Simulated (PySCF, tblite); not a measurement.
# Al2H6O7Si, a cluster model of a defect (alumina dimer): infrared bands, NMR shifts and electronic excitations, part 1 of 2

What infrared bands, NMR shifts and electronic excitations should one expect for `O[Si][O][Al-]1([OH])[OH+][Al-]([OH])([OH])[OH+]1`? It is drawn as: twofold silicon.

Computed with tblite 0.8.0 and PySCF 2.14.0; each step states its level. No surroundings beyond the atoms listed, unless a continuum is named. Atoms count from 0, parts from 1.

### 1 Starting point

16 atoms, charge 0, multiplicity 1; geometry: distance geometry start.

### 2 Relaxing the cluster with GFN2-xTB

Job settings and geometry (Å):

```
{"job": {"kind": "relax", "xc": "GFN2-xTB", "basis": "xTB"}, "charge": 0, "multiplicity": 1}
O      2.593256     2.690383    -1.312788
Al     1.615459     1.365841    -0.475695
O      1.613400     1.437853     1.394157
O     -0.126943     1.183822    -1.206688
Al     0.316645    -0.545358    -1.862465
O      0.324578    -0.584623    -3.719981
O     -0.670070    -1.855632    -1.029020
Si    -0.163905    -2.805478     0.370668
O      0.630365    -3.618354     1.727920
O      2.038480    -0.342754    -1.137317
H      3.316635     3.261729    -0.900822
H      1.067482     0.917344     1.972551
H     -0.323943     1.852135    -1.892528
H      0.034159    -1.326056    -4.268937
H      1.531130    -3.435052     2.063988
H      2.239471    -0.983969    -0.430850
```

Method: GFN2-xTB geometry optimisation, gas phase.

Started as:

```console
OMP_NUM_THREADS=1 python cluster_run.py task.json out
```

The driver reads the jobs from task.json and runs them one after another.

The log of the run:

```text
step      E/eV     max force
  0    -972.72796    4.134
  1    -973.78686    3.538
  2    -975.24500    2.179
  3    -975.64567    2.428
  4    -976.00829    2.137
  5    -976.26751    1.088
  6    -976.34690    0.650
  7    -976.38444    0.554
  8    -976.44574    0.564
  9    -976.49211    0.531
 10    -976.52252    0.412
 11    -976.54200    0.400
 12    -976.56295    0.413
 13    -976.58643    0.504
 14    -976.61378    0.560
 15    -976.64995    0.696
 16    -976.69739    0.691
 17    -976.75120    0.654
 18    -976.80058    0.524
 19    -976.82220    0.998
 20    -976.84227    0.518
 21    -976.80006    1.827
 22    -976.87554    0.453
 23    -976.89156    0.293
 24    -976.92767    0.441
 25    -976.93951    0.439
 26    -976.95211    0.262
 27    -976.96571    0.332
 28    -976.97405    0.363
 29    -976.98193    0.301
 30    -976.98885    0.244
 31    -976.99600    0.306
 32    -977.00239    0.317
 33    -977.00823    0.211
 34    -977.01265    0.160
 35    -977.01650    0.214
 36    -977.02104    0.295
 37    -977.02601    0.252
 38    -977.02976    0.196
 39    -977.03330    0.146
 40    -977.03530    0.120
 41    -977.03780    0.117
 42    -977.04055    0.131
 43    -977.04402    0.148
 44    -977.04720    0.149
 45    -977.04996    0.143
 46    -977.05225    0.099
 47    -977.05449    0.159
 48    -977.05649    0.099
 49    -977.05852    0.132
 50    -977.05991    0.086
 51    -977.06109    0.076
 52    -977.06199    0.080
 53    -977.06267    0.065
 54    -977.06326    0.082
 55    -977.06393    0.073
 56    -977.06463    0.052
 57    -977.06504    0.041
 58    -977.06524    0.036
 59    -977.06541    0.039
 60    -977.06565    0.048
 61    -977.06596    0.052
 62    -977.06629    0.043
 63    -977.06655    0.043
 64    -977.06670    0.033
 65    -977.06680    0.027
 66    -977.06692    0.033
 67    -977.06708    0.034
 68    -977.06726    0.028
 69    -977.06736    0.015
 70    -977.06740    0.015
 71    -977.06744    0.021
 72    -977.06751    0.023
 73    -977.06764    0.030
 74    -977.06787    0.037
 75    -977.06815    0.042
 76    -977.06838    0.045
 77    -977.06853    0.034
 78    -977.06861    0.030
 79    -977.06868    0.024
 80    -977.06875    0.024
 81    -977.06882    0.031
 82    -977.06889    0.031
 83    -977.06895    0.022
 84    -977.06900    0.012
 85    -977.06903    0.014
 86    -977.06906    0.012
 87    -977.06908    0.013
 88    -977.06911    0.012
 89    -977.06915    0.015
 90    -977.06922    0.019
 91    -977.06930    0.022
 92    -977.06937    0.020
 93    -977.06943    0.015
 94    -977.06948    0.018
 95    -977.06952    0.021
 96    -977.06958    0.021
 97    -977.06967    0.023
 98    -977.06980    0.030
 99    -977.06999    0.042
100    -977.07022    0.046
101    -977.07045    0.045
102    -977.07060    0.033
103    -977.07072    0.032
104    -977.07089    0.033
105    -977.07124    0.052
106    -977.07167    0.073
107    -977.07212    0.079
108    -977.07256    0.071
109    -977.07305    0.058
110    -977.07363    0.051
111    -977.07431    0.065
112    -977.07502    0.065
113    -977.07548    0.055
114    -977.07570    0.098
115    -977.07604    0.038
116    -977.07629    0.032
117    -977.07668    0.041
118    -977.07697    0.053
119    -977.07751    0.061
120    -977.07803    0.081
121    -977.07863    0.083
122    -977.07917    0.054
123    -977.08001    0.073
124    -977.08053    0.062
125    -977.08136    0.076
126    -977.08205    0.076
127    -977.08275    0.059
128    -977.08350    0.124
129    -977.08452    0.079
130    -977.08595    0.142
131    -977.08733    0.110
132    -977.08881    0.130
133    -977.09021    0.072
134    -977.09063    0.118
135    -977.09152    0.083
136    -977.09208    0.071
137    -977.09292    0.070
138    -977.09383    0.084
139    -977.09471    0.066
140    -977.09563    0.079
141    -977.09646    0.098
142    -977.09766    0.096
143    -977.09959    0.082
144    -977.10167    0.134
145    -977.10351    0.131
146    -977.10486    0.121
147    -977.10593    0.083
148    -977.10665    0.118
149    -977.10768    0.105
150    -977.10874    0.127
151    -977.11062    0.113
152    -977.11250    0.117
153    -977.11403    0.131
154    -977.11541    0.122
155    -977.11683    0.116
156    -977.11600    0.308
157    -977.11972    0.123
158    -977.12149    0.109
159    -977.12445    0.356
160    -977.12631    0.098
161    -977.12749    0.083
162    -977.12802    0.266
163    -977.12926    0.114
164    -977.13017    0.142
165    -977.13213    0.090
166    -977.13282    0.172
167    -977.13366    0.143
168    -977.13490    0.112
169    -977.13687    0.177
170    -977.13839    0.180
171    -977.13972    0.167
172    -977.14073    0.092
173    -977.14151    0.087
174    -977.14230    0.075
175    -977.14370    0.121
176    -977.14466    0.061
177    -977.14512    0.083
178    -977.14546    0.071
179    -977.14608    0.060
180    -977.14692    0.058
181    -977.14817    0.268
182    -977.14922    0.100
183    -977.14985    0.121
184    -977.15044    0.104
185    -977.15080    0.079
186    -977.15243    0.090
187    -977.15417    0.204
188    -977.15546    0.301
189    -977.15592    0.308
190    -977.15878    0.130
191    -977.16051    0.275
192    -977.16402    0.273
193    -977.16856    0.443
194    -977.17367    0.350
195    -977.17386    0.690
196    -977.18138    0.364
197    -977.18502    0.170
198    -977.18817    0.262
199    -977.19129    0.293
200    -977.19509    0.202
201    -977.19509    0.202
202    -977.20960    0.523
203    -977.21195    0.410
204    -977.21449    0.343
205    -977.21651    0.343
206    -977.21797    0.096
207    -977.21829    0.086
208    -977.21828    0.145
209    -977.21859    0.031
210    -977.21861    0.021
211    -977.21862    0.014
212    -977.21863    0.008
213    -977.21864    0.009
214    -977.21864    0.009
215    -977.21865    0.007
```

It took 9.4 s on 1 thread of Intel Xeon Platinum 8375C at 2.90GHz, shared host.

Relaxation path:

```csv
step,energy from step 0 (eV),largest force (eV/Å)
0,0.0000,4.1339
9,-3.7641,0.5303
18,-4.0726,0.5239
27,-4.2377,0.3322
36,-4.2931,0.2949
45,-4.3220,0.1435
54,-4.3353,0.0814
63,-4.3386,0.0431
72,-4.3395,0.0236
81,-4.3409,0.0309
90,-4.3413,0.0191
99,-4.3420,0.0431
108,-4.3446,0.0714
117,-4.3487,0.0412
126,-4.3541,0.0762
135,-4.3636,0.0830
144,-4.3737,0.1343
153,-4.3861,0.1312
162,-4.4001,0.2656
171,-4.4118,0.1665
180,-4.4190,0.0576
189,-4.4280,0.3079
198,-4.4602,0.2627
207,-4.4903,0.0858
215,-4.4907,0.0062
```

Close pairs (by a distance rule), those that changed most:

```csv
bond,before (Å),after (Å),change (Å)
Al4–O5,1.858,1.640,-0.218
Al1–O2,1.871,1.667,-0.204
O0–Al1,1.847,1.653,-0.194
Al4–O6,1.840,1.671,-0.168
Si7–O8,1.770,1.615,-0.155
O6–Si7,1.766,1.616,-0.150
Al1–O3,1.898,1.818,-0.081
O0–H10,1.010,0.943,-0.066
```

### 3 Harmonic vibrations: GFN2-xTB

Job settings and geometry (Å):

```
{"job": {"kind": "ir", "xc": "GFN2-xTB", "basis": "xTB"}, "charge": 0, "multiplicity": 1}
O      1.488708     2.497813     0.134885
Al     0.667850     1.102062     0.467896
O      0.430950     0.632994     2.049993
O     -0.893199     0.904791    -0.441930
Al    -0.444274    -0.693383    -1.226101
O     -0.444408    -0.618735    -2.863940
O     -1.174982    -1.960112    -0.416806
Si    -1.597929    -2.731521     0.938476
O     -1.048188    -1.857157     2.180506
O      1.203892    -0.341355    -0.497956
H      1.827354     3.096271    -0.510863
H      0.620079     0.911394     2.932184
H     -1.696186     1.418019    -0.458780
H     -0.418411    -0.532632    -3.800559
H     -0.558236    -1.028136     2.071524
H      2.036981    -0.800315    -0.558528
```

Method: GFN2-xTB harmonic vibrations, gas phase.

The log of the run:

```text
mode    cm-1     km/mol
  1      48.6      0.13
  2      64.2     34.57
  3      70.4      0.38
  4      84.5     58.14
  5     115.0      2.24
  6     127.8      2.59
  7     148.0      3.23
  8     160.4      9.14
  9     189.5     11.36
 10     208.2     13.08
 11     208.3     22.50
 12     231.2     29.50
 13     278.1     13.17
 14     291.1     36.60
 15     299.4     29.06
 16     305.4     86.05
 17     334.3    107.69
 18     347.8     81.19
 19     350.0    107.34
 20     381.3     28.74
 21     388.8     38.90
 22     427.8    289.58
 23     432.4      0.46
 24     478.4     50.80
 25     533.5    154.44
 26     538.4     37.50
 27     606.7     53.44
 28     649.7    275.99
 29     714.1      3.63
 30     725.8    312.35
 31     773.0    175.11
 32     845.8    320.00
 33     895.2     59.51
 34     901.7     98.52
 35     905.1    166.06
 36    1025.7    453.46
 37    3355.2    112.35
 38    3634.2      1.02
 39    3640.4     73.46
 40    3808.2     28.37
 41    3822.0     17.12
 42    3854.0     14.89
```

Run time: 1.4 s. Hardware: 1 thread of Intel Xeon Platinum 8375C at 2.90GHz, shared host; peak memory 0.18 GiB.

The strongest bands and the atoms that carry them:

```csv
cm⁻¹,km/mol,atoms
428,289.6,"H12 33 %, H15 32 %"
650,276.0,H14 88 %
726,312.4,"H12 38 %, H15 35 %"
773,175.1,"Al1 33 %, O2 32 %, O0 16 %"
846,320.0,"H14 57 %, O8 24 %"
1026,453.5,"O6 69 %, Al4 13 %, Si7 13 %"
```

### 4 NMR shieldings: PBE0/pcSseg-1

Same as in step 3 but for these lines:

```diff
@@ -1,2 +1,2 @@
-{"job": {"kind": "ir", "xc": "GFN2-xTB", "basis": "xTB"}, "charge": 0, "multiplicity": 1}
+{"job": {"kind": "nmr", "xc": "PBE0", "basis": "pcSseg-1"}, "charge": 0, "multiplicity": 1}
 O      1.488708     2.497813     0.134885
```

Level: GIAO PBE0/pcSseg-1 NMR shielding, non-relativistic, gas phase.

The log of the run:

```text
coarse grid: 16200 points
cycle   1  E = -1303.3454908581  dE =  1.634e+00  |g| = 1.822e+00  |ddm| = 3.980e+00
cycle   2  E = -1302.6438506801  dE =  7.016e-01  |g| = 2.655e+00  |ddm| = 2.716e+00
cycle   3  E = -1303.9068548596  dE = -1.263e+00  |g| = 1.938e-01  |ddm| = 1.874e+00
cycle   4  E = -1303.9120086402  dE = -5.154e-03  |g| = 1.070e-01  |ddm| = 1.842e-01
cycle   5  E = -1303.9138557790  dE = -1.847e-03  |g| = 1.987e-02  |ddm| = 6.375e-02
cycle   6  E = -1303.9139179117  dE = -6.213e-05  |g| = 9.342e-03  |ddm| = 1.937e-02
cycle   7  E = -1303.9139328270  dE = -1.492e-05  |g| = 1.501e-03  |ddm| = 5.666e-03
cycle   8  E = -1303.9139332082  dE = -3.811e-07  |g| = 3.601e-04  |ddm| = 1.335e-03
final grid: 146400 points
cycle   9  E = -1304.0391766237  dE = -2.776e-05  |g| = 1.305e-02  |ddm| = 1.843e-02
cycle  10  E = -1304.0391463536  dE =  3.027e-05  |g| = 1.874e-02  |ddm| = 1.688e-02
cycle  11  E = -1304.0392039622  dE = -5.761e-05  |g| = 9.940e-04  |ddm| = 1.031e-02
cycle  12  E = -1304.0392041094  dE = -1.472e-07  |g| = 4.080e-04  |ddm| = 7.819e-04
cycle  13  E = -1304.0392041358  dE = -2.645e-08  |g| = 1.057e-04  |ddm| = 2.620e-04
cycle  14  E = -1304.0392041375  dE = -1.695e-09  |g| = 3.955e-05  |ddm| = 7.859e-05
cycle  15  E = -1304.0392041378  dE = -2.665e-10  |g| = 6.644e-06  |ddm| = 2.706e-05
converged SCF energy = -1304.0392041378

GIAO shielding tensors (ppm)
atom      isotropic    diamagn.    paramagn.     s11        s22        s33       span
  0 O      336.852     388.678     -51.826    309.488    319.662    381.405     71.917
  1 Al     517.813     795.669    -277.856    468.110    504.871    580.457    112.347
  2 O      327.884     389.415     -61.531    288.376    331.103    364.173     75.797
  3 O      302.887     395.602     -92.715    278.767    300.249    329.645     50.878
  4 Al     529.730     795.770    -266.040    472.406    520.146    596.639    124.233
  5 O      342.254     387.145     -44.890    313.381    324.355    389.027     75.646
  6 O      147.865     401.569    -253.705    -11.262    170.432    284.424    295.687
  7 Si     290.515     879.759    -589.244     87.172    324.916    459.456    372.284
  8 O      145.015     395.545    -250.530    -51.229    183.580    302.694    353.923
  9 O      302.896     395.598     -92.703    278.776    300.276    329.636     50.860
 10 H       30.062      32.329      -2.267     21.000     22.159     47.028     26.028
 11 H       30.322      31.830      -1.508     20.893     23.044     47.030     26.137
 12 H       29.358      33.061      -3.703     20.810     22.060     45.205     24.396
 13 H       29.735      31.924      -2.189     20.451     20.884     47.869     27.418
 14 H       24.137      33.433      -9.296     13.690     17.191     41.531     27.841
 15 H       29.362      33.064      -3.702     20.811     22.064     45.211     24.400
```

Run time: 61 s. Hardware: 1 thread of Intel Xeon Platinum 8375C at 2.90GHz, shared host; peak memory 1.1 GiB.

The references, computed at this level on geometries of the same kind, shield at (ppm): 1H TMS 31.72, 29Si TMS 349.2, 17O H2O 336.1, 27Al AlH4- 490.0. Their shielding less the atom's gives the shift. The references are single molecules in the gas phase, so shifts against H2O, NH3, PH3, H3PO4 or CFCl3 are not on the usual liquid scales and can be off by tens of ppm. Shifts against hydride references such as AlH4− lie on their own scale. Atoms listed in one row are averaged.

```csv
atoms,environment,σ (ppm),δ (ppm)
H14,hydrogen on an oxygen bonded to Si,24.14,7.58
"H12, H15",hydrogen on an oxygen bonded to 2 Al,29.36,2.36
H13,hydrogen on an oxygen bonded to Al,29.73,1.98
H10,hydrogen on an oxygen bonded to Al,30.06,1.65
H11,hydrogen on an oxygen bonded to Al,30.32,1.39
O8,"oxygen bonded to Si, H",145.0,191.1
O6,"oxygen bonded to Al, Si",147.9,188.2
"O3, O9","oxygen bonded to 2 Al, H",302.9,33.2
O2,"oxygen bonded to Al, H",327.9,8.2
O0,"oxygen bonded to Al, H",336.9,-0.8
O5,"oxygen bonded to Al, H",342.3,-6.2
Al1,,517.8,-27.8
Al4,,529.7,-39.8
Si7,silicon bonded to 2 O,290.5,58.6
```

Charges from the same density, by scheme (e):

```csv
atoms,Mulliken,IAO,Hirshfeld,ESP fit
O0,-0.65,-0.83,-0.41,-0.97
Al1,1.29,1.33,0.57,1.30
O2,-0.69,-0.83,-0.36,-0.86
"O3, O9",-0.71,-0.78,-0.27,-0.91
Al4,1.34,1.30,0.57,1.79
O5,-0.63,-0.83,-0.41,-1.40
O6,-0.79,-0.88,-0.39,-0.52
Si7,0.59,0.80,0.23,-0.03
O8,-0.57,-0.76,-0.33,-0.42
```

Mayer bond orders: O0–Al1 0.99, Al1–O2 0.85, Al1–O3 0.48, O3–Al4 0.45, Al4–O5 0.96, Al4–O6 0.83, O6–Si7 1.00, Si7–O8 1.08, Al4–O9 0.45, O9–Al1 0.48.

Ring of atoms Al1, O3, Al4, O9: NICS(0) -9.4, NICS(1) -2.6, NICS(1)zz -2.3 ppm (means of both faces).

### 5 Ultraviolet spectrum: wB97X-D/def2-SVP

Same as in step 4 but for these lines:

```diff
@@ -1,2 +1,2 @@
-{"job": {"kind": "nmr", "xc": "PBE0", "basis": "pcSseg-1"}, "charge": 0, "multiplicity": 1}
+{"job": {"kind": "uv", "xc": "wB97X-D", "basis": "def2-SVP", "nstates": 6, "ntriplets": 2, "ip": false}, "charge": 0, "multiplicity": 1}
 O      1.488708     2.497813     0.134885
```

Level: TDDFT wB97X-D/def2-SVP, vertical, gas phase, core orbitals frozen in the response.

The log of the run:

```text
coarse grid: 16200 points
cycle   1  E = -1303.4304171471  dE =  1.530e+00  |g| = 1.698e+00  |ddm| = 4.216e+00
cycle   2  E = -1303.3429983199  dE =  8.742e-02  |g| = 1.863e+00  |ddm| = 2.287e+00
cycle   3  E = -1303.9625103319  dE = -6.195e-01  |g| = 9.529e-02  |ddm| = 1.230e+00
cycle   4  E = -1303.9638102975  dE = -1.300e-03  |g| = 6.684e-02  |ddm| = 1.156e-01
cycle   5  E = -1303.9646412732  dE = -8.310e-04  |g| = 1.106e-02  |ddm| = 5.028e-02
cycle   6  E = -1303.9646697004  dE = -2.843e-05  |g| = 4.579e-03  |ddm| = 1.537e-02
cycle   7  E = -1303.9646742650  dE = -4.565e-06  |g| = 1.489e-03  |ddm| = 4.917e-03
final grid: 146400 points
cycle   8  E = -1304.1739415543  dE = -9.930e-05  |g| = 5.096e-03  |ddm| = 3.520e-02
cycle   9  E = -1304.1739436174  dE = -2.063e-06  |g| = 4.907e-03  |ddm| = 9.033e-03
cycle  10  E = -1304.1739478168  dE = -4.199e-06  |g| = 4.713e-04  |ddm| = 3.085e-03
cycle  11  E = -1304.1739479122  dE = -9.541e-08  |g| = 1.849e-04  |ddm| = 1.213e-03
cycle  12  E = -1304.1739479195  dE = -7.206e-09  |g| = 6.217e-05  |ddm| = 2.200e-04
cycle  13  E = -1304.1739479205  dE = -1.055e-09  |g| = 1.106e-05  |ddm| = 8.664e-05
cycle  14  E = -1304.1739479206  dE = -4.729e-11  |g| = 3.863e-06  |ddm| = 2.077e-05
converged SCF energy = -1304.1739479206

Static polarisability (au): isotropic 72.349, principal 61.367 74.347 81.333

Singlet excitations
state   eV       nm        f      main configurations
  1   5.2099    238.0   0.13617   H->L 0.98
  2   6.5787    188.5   0.10067   H->L+1 0.89
  3   7.0544    175.8   0.00942   H-1->L 0.74, H-6->L 0.24
  4   7.6145    162.8   0.05046   H->L+3 0.29, H-2->L 0.21, H->L+6 0.17
  5   7.9193    156.6   0.08262   H->L+3 0.32, H-2->L 0.23, H-5->L 0.16
  6   7.9508    155.9   0.00535   H->L+2 0.92

Triplet excitations (Tamm-Dancoff, eV): 3.1717 6.1274
```

Run time: 53 s. Hardware: 1 thread of Intel Xeon Platinum 8375C at 2.90GHz, shared host; peak memory 0.92 GiB.

Frontier orbitals and where they lie:

```csv
orbital,eV,atoms
HOMO−3,-10.67,"O0 53 %, O5 23 %, O2 6 %"
HOMO−2,-10.50,"O8 24 %, O5 19 %, O6 18 %"
HOMO−1,-10.29,"O6 34 %, O5 29 %, O8 24 %"
HOMO,-7.68,"Si7 81 %, O6 8 %, O8 6 %"
LUMO,1.88,"Si7 82 %, O8 9 %, O6 6 %"
LUMO+1,2.04,"Al1 23 %, Al4 17 %, H12 14 %"
LUMO+2,3.39,"H15 22 %, H12 22 %, Al4 18 %"
```

With each of the 6 states as a Gaussian band of 0.4 eV half-width at 1/e, the curve within the window shown has maxima at 238 nm (ε 5,500), 188 nm (ε 4,200), 158 nm (ε 4,900) L/(mol cm). Beyond the last state computed it falls off for lack of states. The curve at chosen wavelengths:

nm, ε (L/mol/cm) and a bar:
```
      150       1969 #########
      155       4339 #######################
      159       4888 ###########################
      164       3571 ###################
      169       1962 #########
      174       1540 ######
      178       2187 ##########
      183       3530 ##################
      188       4174 ######################
      192       3705 ###################
      197       2391 ###########
      202       1186 ####
      207        573 
      211        541 
      216       1044 ###
      221       2106 ##########
      226       3503 ##################
      230       4559 #########################
      235       5391 ##############################
      240       5429 ##############################
      244       4927 ###########################
      249       3893 #####################
      254       2748 ##############
      259       1756 #######
      263       1152 ####
      268        634 #
```

Further results of this job:

```csv
property,computed
dipole moment (D),6.30
polarisability (Å³),10.72
HOMO–LUMO gap (eV),9.57
−ε(HOMO) (eV),7.68
```

(Continued in part 2 of 2.)
